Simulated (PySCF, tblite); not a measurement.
# C₁₄H₂₃N: NMR shifts, part 1 of 2

Aim: compute the NMR shifts of C₁₄H₂₃N (`CC(C)c1cccc(C(C)C)c1N(C)C`).

Programs: tblite 0.8.0 and PySCF 2.14.0, with routines of our own; each step states its level. All values are computed. Atoms count from 0.

### Step 1. The starting structure

38 atoms, charge 0, multiplicity 1; geometry from: force field, distance geometry or constructed start.

### Step 2. Relaxing the molecule with GFN2-xTB

What the job is given:

```
{"job": {"kind": "relax", "xc": "GFN2-xTB", "basis": "xTB"}, "charge": 0, "multiplicity": 1}
C     -3.389200    -0.703500     1.168700
C     -2.620600     0.012700     0.050900
C     -3.438800     0.073500    -1.229600
C     -1.256700    -0.638300    -0.188100
C     -1.210700    -1.981900    -0.612800
C     -0.000800    -2.616300    -0.849700
C      1.190600    -1.921900    -0.651000
C      1.199900    -0.579000    -0.211800
C      2.547500     0.105000    -0.018700
C      3.375900    -0.581200     1.070100
C      3.326700     0.195800    -1.334300
C     -0.044700     0.069500     0.024000
N     -0.118700     1.394900     0.458800
C      0.104800     1.664800     1.859300
C      0.050400     2.446700    -0.535200
H     -4.328100    -0.168400     1.394900
H     -2.805500    -0.738000     2.094900
H     -3.658400    -1.732700     0.897000
H     -2.487600     1.047100     0.392800
H     -4.374300     0.624800    -1.057400
H     -2.893900     0.597000    -2.021300
H     -3.710200    -0.918100    -1.602600
H     -2.124700    -2.535000    -0.771400
H      0.018100    -3.653300    -1.183500
H      2.126800    -2.442200    -0.835000
H      2.393200     1.135000     0.320400
H      2.822200    -0.636300     2.009500
H      4.298700    -0.017100     1.259600
H      3.667800    -1.598200     0.784600
H      4.249400     0.775800    -1.187600
H      3.618800    -0.789100    -1.712700
H      2.733900     0.696000    -2.107400
H      1.164200     1.640000     2.118200
H     -0.422100     0.937800     2.495000
H     -0.280200     2.658900     2.120600
H     -0.505800     2.217800    -1.453400
H      1.103700     2.585200    -0.803400
H     -0.327800     3.396600    -0.154400
```

Command:

```console
$ OMP_NUM_THREADS=2 python large_run.py task.json out
```

This one command runs all jobs of the session in turn.

What it wrote:

```text
step      E/eV     max force
  0   -1214.37625    1.500
  1   -1214.45101    0.789
  2   -1214.47976    0.570
  3   -1214.51155    0.286
  4   -1214.52193    0.239
  5   -1214.53308    0.257
  6   -1214.54053    0.190
  7   -1214.54729    0.162
  8   -1214.55188    0.132
  9   -1214.55569    0.138
 10   -1214.55871    0.126
 11   -1214.56144    0.109
 12   -1214.56398    0.119
 13   -1214.56625    0.109
 14   -1214.56788    0.072
 15   -1214.56849    0.054
 16   -1214.56944    0.045
 17   -1214.56988    0.050
 18   -1214.57059    0.041
 19   -1214.57128    0.056
 20   -1214.57216    0.072
 21   -1214.57300    0.065
 22   -1214.57379    0.076
 23   -1214.57462    0.079
 24   -1214.57563    0.074
 25   -1214.57674    0.068
 26   -1214.57765    0.065
 27   -1214.57834    0.055
 28   -1214.57900    0.048
 29   -1214.57968    0.048
 30   -1214.58025    0.045
 31   -1214.58063    0.034
 32   -1214.58090    0.031
 33   -1214.58117    0.032
 34   -1214.58153    0.043
 35   -1214.58192    0.045
 36   -1214.58230    0.039
 37   -1214.58266    0.035
 38   -1214.58302    0.034
 39   -1214.58336    0.041
 40   -1214.58368    0.051
 41   -1214.58400    0.047
 42   -1214.58434    0.042
 43   -1214.58471    0.041
 44   -1214.58509    0.036
 45   -1214.58549    0.038
 46   -1214.58593    0.045
 47   -1214.58639    0.045
 48   -1214.58680    0.034
 49   -1214.58714    0.032
 50   -1214.58743    0.034
 51   -1214.58765    0.025
 52   -1214.58780    0.019
```

Wall time 0.68 s (2 threads of Arm Neoverse V1, shared host); peak memory 0.18 GiB.

Relaxation path:

```csv
step,energy from step 0 (eV),largest force (eV/Å)
0,0.0000,1.5007
1,-0.0748,0.7885
2,-0.1035,0.5691
3,-0.1353,0.2860
4,-0.1457,0.2389
5,-0.1568,0.2574
6,-0.1643,0.1894
7,-0.1710,0.1617
8,-0.1756,0.1321
11,-0.1852,0.1094
15,-0.1922,0.0530
18,-0.1943,0.0410
22,-0.1975,0.0757
26,-0.2014,0.0652
29,-0.2034,0.0480
33,-0.2049,0.0316
37,-0.2064,0.0342
40,-0.2074,0.0510
44,-0.2088,0.0356
48,-0.2106,0.0343
49,-0.2109,0.0323
50,-0.2112,0.0340
51,-0.2114,0.0252
52,-0.2115,0.0187
```

Distances of close pairs at the start and the end, largest changes first:

| bond | before (Å) | after (Å) | change (Å) |
| --- | --- | --- | --- |
| C11–N12 | 1.397 | 1.430 | +0.033 |
| C7–C11 | 1.423 | 1.399 | -0.024 |
| C3–C4 | 1.410 | 1.387 | -0.023 |
| C6–C7 | 1.413 | 1.390 | -0.023 |
| C1–C3 | 1.530 | 1.511 | -0.019 |
| C3–C11 | 1.419 | 1.402 | -0.017 |
| C0–H15 | 1.104 | 1.088 | -0.016 |
| N12–C14 | 1.457 | 1.442 | -0.015 |

The next job starts from the end point, and lists it.

### Step 3. Relaxing the molecule at PBE0-D3(BJ)/def2-SVP

What the job is given:

```
{"job": {"xc": "PBE0", "basis": "def2-SVP", "d3": "d3bj", "grid": 1, "kind": "geom"}, "charge": 0, "multiplicity": 1}
C     -3.376427    -0.717998     1.159337
C     -2.603737     0.010622     0.058074
C     -3.426705     0.056984    -1.231127
C     -1.266332    -0.649113    -0.183915
C     -1.218622    -1.967317    -0.611871
C     -0.008134    -2.591500    -0.839904
C      1.167180    -1.897164    -0.639507
C      1.159070    -0.574478    -0.210920
C      2.487271     0.122959    -0.012287
C      3.311550    -0.577662     1.070757
C      3.261422     0.199302    -1.330510
C     -0.070080     0.053931     0.018677
N     -0.205802     1.407122     0.459441
C      0.169307     1.685921     1.823596
C      0.120685     2.436554    -0.496115
H     -4.306692    -0.196973     1.374957
H     -2.786704    -0.764792     2.071817
H     -3.619389    -1.733888     0.857243
H     -2.412003     1.035198     0.386186
H     -4.358474     0.593601    -1.064688
H     -2.872582     0.561814    -2.019316
H     -3.670372    -0.946229    -1.573089
H     -2.135721    -2.515437    -0.769613
H      0.018979    -3.618949    -1.173313
H      2.109076    -2.394005    -0.820288
H      2.315140     1.145447     0.322203
H      2.748147    -0.626252     2.000503
H      4.234444    -0.030258     1.253377
H      3.569299    -1.591312     0.775991
H      4.183700     0.760507    -1.192974
H      3.517348    -0.791730    -1.695121
H      2.662970     0.697616    -2.090527
H      1.247868     1.832443     1.987751
H     -0.163551     0.861423     2.452268
H     -0.343662     2.596714     2.141739
H     -0.246378     2.132417    -1.475129
H      1.194049     2.663869    -0.584939
H     -0.392342     3.355004    -0.200784
```

What it wrote:

```text
step   0  E = -600.96848566  max force = 0.013305
step   1  E = -600.97265387  max force = 0.002347
step   2  E = -600.97267567  max force = 0.001414
step   3  E = -600.97271024  max force = 0.001191
step   4  E = -600.97272591  max force = 0.000697
step   5  E = -600.97272828  max force = 0.000409
optimisation converged
```

Run time: 2.7 min. Hardware: 2 threads of Arm Neoverse V1, shared host; peak memory 1.7 GiB.

Step by step:

```csv
step,energy from step 0 (eV),largest force component (eV/Å)
0,0.0000,0.6842
1,-0.1134,0.1207
2,-0.1140,0.0727
3,-0.1150,0.0612
4,-0.1154,0.0358
5,-0.1154,0.0210
```

Distances of close pairs at the start and the end, largest changes first:

```csv
bond,before (Å),after (Å),change (Å)
C10–H30,1.087,1.102,+0.015
C9–H28,1.087,1.102,+0.015
C0–H17,1.087,1.102,+0.015
C2–H21,1.088,1.102,+0.015
C0–H15,1.088,1.102,+0.014
C2–H19,1.088,1.102,+0.014
C4–H22,1.080,1.094,+0.014
C6–H24,1.080,1.093,+0.013
```

The end geometry stands in the next job.

| at the end point | value |
| --- | --- |
| point group (found at 0.08 Å tolerance) | Cs |
| rotational constants (GHz, main isotopes) | 0.873, 0.454, 0.369 |
| dipole moment (D) | 0.73 |

### Step 4. NMR shifts: GIAO PBE0/pcSseg-2

What the job is given:

```
{"job": {"kind": "nmr", "xc": "PBE0", "basis": "pcSseg-2", "pop": true}, "charge": 0, "multiplicity": 1}
C     -2.489625    -1.100928     1.454070
C     -1.711299    -0.413192     0.333606
C     -2.535250    -0.326953    -0.950147
C     -0.374141    -1.081384     0.092552
C     -0.324928    -2.409169    -0.341750
C      0.889925    -3.044796    -0.570874
C      2.077611    -2.351941    -0.367010
C      2.072820    -1.022727     0.066753
C      3.392230    -0.303980     0.274495
C      4.224993    -0.964138     1.373013
C      4.177241    -0.185522    -1.031442
C      0.836680    -0.382621     0.299144
N      0.763466     0.968032     0.744570
C      1.072135     1.252059     2.118351
C      1.017028     2.015855    -0.204824
H     -3.428196    -0.563623     1.663901
H     -1.902309    -1.135949     2.384268
H     -2.753207    -2.137696     1.188511
H     -1.480046     0.611926     0.659949
H     -3.474797     0.221037    -0.775188
H     -1.980793     0.193697    -1.745706
H     -2.800607    -1.326987    -1.330190
H     -1.257887    -2.956212    -0.503237
H      0.911666    -4.083672    -0.909602
H      3.031577    -2.854531    -0.548773
H      3.162025     0.716201     0.609321
H      3.666855    -1.012635     2.320206
H      5.153896    -0.399586     1.551377
H      4.508076    -1.993384     1.101035
H      5.105465     0.387660    -0.878918
H      4.458203    -1.175565    -1.424353
H      3.584333     0.323191    -1.806526
H      2.154573     1.399084     2.330240
H      0.719582     0.428177     2.756153
H      0.551195     2.170890     2.440972
H      0.623692     1.727101    -1.190634
H      2.091621     2.273087    -0.335913
H      0.497858     2.940219     0.104426
```

Level: GIAO PBE0/pcSseg-2 NMR shielding, non-relativistic, gas phase.

What it wrote:

```text
nearly dependent basis: matrix products in double precision
start: PBE on a coarse grid of 28701 points
cycle   1  E = -601.2351921023  dE =  1.268e+00  |g| = 9.126e-01  |ddm| = 4.623e+00
cycle   2  E = -600.9152441406  dE =  3.199e-01  |g| = 1.403e+00  |ddm| = 3.094e+00
cycle   3  E = -601.4638505698  dE = -5.486e-01  |g| = 1.351e-01  |ddm| = 2.283e+00
cycle   4  E = -601.4666139378  dE = -2.763e-03  |g| = 8.322e-02  |ddm| = 3.187e-01
cycle   5  E = -601.4679897725  dE = -1.376e-03  |g| = 2.958e-02  |ddm| = 1.211e-01
cycle   6  E = -601.4681578765  dE = -1.681e-04  |g| = 1.630e-02  |ddm| = 4.864e-02
cycle   7  E = -601.4682308033  dE = -7.293e-05  |g| = 2.196e-03  |ddm| = 1.996e-02
final grid: 257016 points
cycle   8  E = -601.5621686082  dE = -1.040e-02  |g| = 4.039e-02  |ddm| = 1.149e+00
cycle   9  E = -601.5621999749  dE = -3.137e-05  |g| = 3.596e-02  |ddm| = 1.194e-01
cycle  10  E = -601.5625245990  dE = -3.246e-04  |g| = 6.126e-03  |ddm| = 5.828e-02
cycle  11  E = -601.5625320474  dE = -7.448e-06  |g| = 2.608e-03  |ddm| = 1.536e-02
cycle  12  E = -601.5625336001  dE = -1.553e-06  |g| = 7.801e-04  |ddm| = 3.621e-03
cycle  13  E = -601.5625337280  dE = -1.279e-07  |g| = 3.065e-04  |ddm| = 1.350e-03
cycle  14  E = -601.5625337523  dE = -2.433e-08  |g| = 5.449e-05  |ddm| = 5.370e-04
converged SCF energy = -601.5625337523

GIAO shielding tensors (ppm)
atom      isotropic    diamagn.    paramagn.     s11        s22        s33       span
  0 C      157.216     239.686     -82.470    141.916    148.455    181.277     39.361
  1 C      153.266     253.212     -99.946    142.523    155.722    161.552     19.030
  2 C      157.236     242.550     -85.314    141.867    148.589    181.251     39.384
  3 C       23.116     258.666    -235.550    -55.089    -30.571    155.009    210.098
  4 C       50.603     266.348    -215.745    -57.213     35.313    173.709    230.922
  5 C       48.076     260.125    -212.049    -64.817     36.927    172.119    236.936
  6 C       50.722     265.933    -215.212    -57.937     37.867    172.234    230.171
  7 C       21.370     259.170    -237.800    -63.259    -24.752    152.120    215.379
  8 C      151.413     248.272     -96.860    143.182    152.232    158.823     15.641
  9 C      157.547     233.220     -75.673    142.324    149.144    181.173     38.849
 10 C      157.492     236.340     -78.848    142.212    149.128    181.136     38.923
 11 C       27.644     250.027    -222.383    -55.570     15.838    122.662    178.232
 12 N      235.592     331.080     -95.488    174.055    258.980    273.742     99.687
 13 C      139.054     244.502    -105.448    114.344    120.515    182.303     67.958
 14 C      139.084     246.656    -107.572    114.429    120.489    182.334     67.905
 15 H       30.052      29.264       0.787     26.139     26.911     37.106     10.967
 16 H       30.190      31.579      -1.390     25.429     29.431     35.709     10.280
 17 H       30.125      31.192      -1.067     25.775     29.277     35.324      9.549
 18 H       27.222      38.879     -11.657     22.026     24.412     35.227     13.201
 19 H       30.052      30.633      -0.581     26.127     26.925     37.103     10.976
 20 H       30.194      33.721      -3.527     25.453     29.402     35.727     10.274
 21 H       30.116      32.840      -2.725     25.753     29.283     35.312      9.560
 22 H       23.888      37.707     -13.820     19.694     21.874     30.095     10.400
 23 H       23.838      31.637      -7.799     20.002     24.335     27.178      7.176
 24 H       23.995      34.969     -10.975     19.827     21.775     30.382     10.555
 25 H       28.130      37.430      -9.299     23.143     25.541     35.707     12.564
 26 H       30.018      28.561       1.457     25.411     29.427     35.216      9.805
 27 H       30.040      24.746       5.294     26.147     26.897     37.075     10.928
 28 H       30.057      27.348       2.710     25.608     29.265     35.298      9.690
 29 H       30.041      26.220       3.821     26.140     26.904     37.079     10.939
 30 H       30.056      29.078       0.977     25.602     29.273     35.292      9.690
 31 H       30.025      30.879      -0.854     25.433     29.411     35.231      9.798
 32 H       28.124      31.501      -3.377     21.687     29.032     33.652     11.965
 33 H       28.645      33.194      -4.549     24.241     27.537     34.158      9.917
 34 H       28.476      32.057      -3.581     23.010     26.840     35.579     12.569
 35 H       28.642      35.118      -6.476     24.202     27.575     34.148      9.946
 36 H       28.130      32.918      -4.788     21.700     29.017     33.674     11.974
 37 H       28.478      33.192      -4.714     23.031     26.825     35.579     12.548
```

It took 2.3 min on 2 threads of Arm Neoverse V1, shared host; peak memory 2.4 GiB.

The references, computed at this level on geometries of the same kind, shield at (ppm): ¹H TMS 31.25, ¹³C TMS 184.1, ¹⁵N NH3 261.7. Their shielding less the atom's gives the shift. The references are single molecules in the gas phase, so shifts against H2O, NH3, PH3, H3PO4 or CFCl3 are not on the usual liquid scales and can be off by tens of ppm. Atoms listed in one row are averaged.

```csv
atoms,environment,σ (ppm),δ (ppm)
"C3, C7",substituted aromatic carbon,22.2,161.9
C11,aromatic carbon bearing nitrogen,27.6,156.5
C5,aromatic CH,48.1,136.0
"C4, C6",aromatic CH,50.7,133.5
"C13, C14",methyl carbon bonded to N,139.1,45.1
"C1, C8",sp3 CH on an aromatic ring,152.3,31.8
"C0, C2, C9, C10",methyl carbon,157.4,26.8
H23,hydrogen on an aromatic CH,23.84,7.41
"H22, H24",hydrogen on an aromatic CH,23.94,7.30
"H18, H25",hydrogen on an sp3 CH on an aromatic ring,27.68,3.57
"H32, H33, H34, H35, H36, H37",hydrogen on a methyl carbon bonded to N,28.42,2.83
"H15, H16, H17, H19, H20 and 7 more",hydrogen on a methyl carbon,30.08,1.16
N12,aniline-type nitrogen,235.6,26.1
```

The run also stored atomic charges by several schemes (e):

```csv
atoms,Mulliken,IAO,Hirshfeld,ESP fit
"C0, C2, C9, C10",-0.07,-0.42,-0.12,-0.63
"C1, C8",0.01,-0.10,-0.03,0.54
"C3, C7",0.19,0.00,0.00,0.14
"C4, C6",-0.23,-0.17,-0.06,-0.33
C5,-0.01,-0.15,-0.06,-0.04
C11,0.27,0.07,0.04,-0.22
N12,-0.56,-0.25,-0.09,0.24
"C13, C14",0.04,-0.30,-0.07,-0.45
```

Mayer bond orders: C0–C1 0.98, C1–C2 0.98, C1–C3 1.04, C3–C4 1.46, C4–C5 1.44, C5–C6 1.43, C6–C7 1.49, C7–C8 0.97, C8–C9 0.98, C8–C10 0.98, C7–C11 1.33, C11–N12 0.92, N12–C13 1.04, N12–C14 1.04, C11–C3 1.21.

Ring of atoms C3, C4, C5, C6, C7, C11: NICS(0) -8.9, NICS(1) -9.9, NICS(1)zz -25.4 ppm (means of both faces).

### Step 5. NMR shifts: GIAO KT3/pcSseg-2

The job, as its differences from that of step 4:

```diff
@@ -1,2 +1,2 @@
-{"job": {"kind": "nmr", "xc": "PBE0", "basis": "pcSseg-2", "pop": true}, "charge": 0, "multiplicity": 1}
+{"job": {"kind": "nmr", "xc": "KT3", "basis": "pcSseg-2", "pop": false}, "charge": 0, "multiplicity": 1}
 C     -2.489625    -1.100928     1.454070
```

Method: GIAO KT3/pcSseg-2 NMR shielding, non-relativistic, gas phase.

What it wrote:

```text
nearly dependent basis: matrix products in double precision
start: PBE on a coarse grid of 28701 points
cycle   1  E = -601.2351921023  dE =  1.268e+00  |g| = 9.126e-01  |ddm| = 4.623e+00
cycle   2  E = -600.9152441405  dE =  3.199e-01  |g| = 1.403e+00  |ddm| = 3.094e+00
cycle   3  E = -601.4638505698  dE = -5.486e-01  |g| = 1.351e-01  |ddm| = 2.283e+00
cycle   4  E = -601.4666139378  dE = -2.763e-03  |g| = 8.322e-02  |ddm| = 3.187e-01
cycle   5  E = -601.4679897725  dE = -1.376e-03  |g| = 2.958e-02  |ddm| = 1.211e-01
cycle   6  E = -601.4681578765  dE = -1.681e-04  |g| = 1.630e-02  |ddm| = 4.864e-02
cycle   7  E = -601.4682308033  dE = -7.293e-05  |g| = 2.196e-03  |ddm| = 1.996e-02
final grid: 257016 points
cycle   8  E = -612.1380028299  dE = -5.982e-02  |g| = 5.458e-02  |ddm| = 6.536e+00
cycle   9  E = -612.1374443776  dE =  5.585e-04  |g| = 7.298e-02  |ddm| = 3.165e-01
cycle  10  E = -612.1384575332  dE = -1.013e-03  |g| = 2.099e-02  |ddm| = 1.618e-01
cycle  11  E = -612.1385154212  dE = -5.789e-05  |g| = 1.331e-02  |ddm| = 4.404e-02
cycle  12  E = -612.1385638399  dE = -4.842e-05  |g| = 2.332e-03  |ddm| = 1.734e-02
cycle  13  E = -612.1385650792  dE = -1.239e-06  |g| = 1.024e-03  |ddm| = 3.948e-03
cycle  14  E = -612.1385653418  dE = -2.626e-07  |g| = 1.738e-04  |ddm| = 1.198e-03
cycle  15  E = -612.1385653479  dE = -6.089e-09  |g| = 7.839e-05  |ddm| = 4.257e-04
converged SCF energy = -612.1385653479

GIAO shielding tensors (ppm)
atom      isotropic    diamagn.    paramagn.     s11        s22        s33       span
  0 C      154.651     241.103     -86.452    139.415    145.422    179.117     39.702
  1 C      149.004     256.898    -107.894    138.168    152.783    156.063     17.895
  2 C      154.670     244.719     -90.050    139.372    145.553    179.085     39.714
  3 C       33.782     268.846    -235.064    -33.572    -16.273    151.191    184.763
  4 C       59.245     267.649    -208.403    -39.032     47.554    169.214    208.246
  5 C       57.093     262.433    -205.341    -44.973     49.997    166.253    211.226
  6 C       59.313     266.317    -207.004    -39.794     50.141    167.593    207.387
  7 C       31.453     269.191    -237.737    -42.601    -10.702    147.663    190.264
  8 C      146.926     252.586    -105.660    138.784    148.260    153.735     14.952
  9 C      155.019     234.524     -79.505    139.945    146.258    178.855     38.910
 10 C      154.965     238.324     -83.359    139.839    146.238    178.817     38.978
 11 C       36.254     271.089    -234.835    -34.891     25.156    118.497    153.389
 12 N      224.021     329.280    -105.259    165.682    246.123    260.259     94.577
 13 C      136.128     245.467    -109.339    110.462    118.054    179.868     69.406
 14 C      136.157     248.538    -112.381    110.526    118.043    179.902     69.375
 15 H       30.133      28.741       1.392     26.385     27.135     36.879     10.494
 16 H       30.280      32.808      -2.528     25.730     29.527     35.583      9.853
 17 H       30.262      30.595      -0.333     26.134     29.484     35.169      9.035
 18 H       27.353      41.779     -14.427     22.434     24.688     34.936     12.502
 19 H       30.133      30.419      -0.286     26.375     27.149     36.876     10.501
 20 H       30.284      36.257      -5.973     25.753     29.498     35.601      9.848
 21 H       30.252      32.821      -2.569     26.109     29.490     35.157      9.047
 22 H       24.255      35.534     -11.279     20.210     22.582     29.975      9.764
 23 H       24.225      28.029      -3.804     20.532     25.001     27.144      6.612
 24 H       24.376      30.901      -6.524     20.356     22.481     30.292      9.936
 25 H       28.280      40.813     -12.534     23.607     25.799     35.432     11.825
 26 H       30.110      30.235      -0.125     25.712     29.533     35.085      9.373
 27 H       30.128      23.081       7.046     26.398     27.127     36.858     10.460
 28 H       30.200      25.835       4.364     25.968     29.493     35.138      9.170
 29 H       30.129      24.855       5.274     26.392     27.133     36.862     10.470
 30 H       30.198      28.145       2.053     25.961     29.500     35.132      9.171
 31 H       30.117      33.895      -3.778     25.734     29.517     35.100      9.365
 32 H       28.130      31.828      -3.698     21.793     29.012     33.585     11.792
 33 H       28.697      34.982      -6.285     24.409     27.650     34.031      9.622
 34 H       28.525      32.313      -3.788     23.137     27.030     35.406     12.270
 35 H       28.693      38.272      -9.579     24.375     27.683     34.022      9.647
 36 H       28.136      33.857      -5.721     21.807     28.995     33.608     11.801
 37 H       28.527      33.760      -5.234     23.156     27.016     35.407     12.251
```

Run time: 82 s. Hardware: 2 threads of Arm Neoverse V1, shared host; peak memory 1.6 GiB.

(Continued in part 2 of 2.)
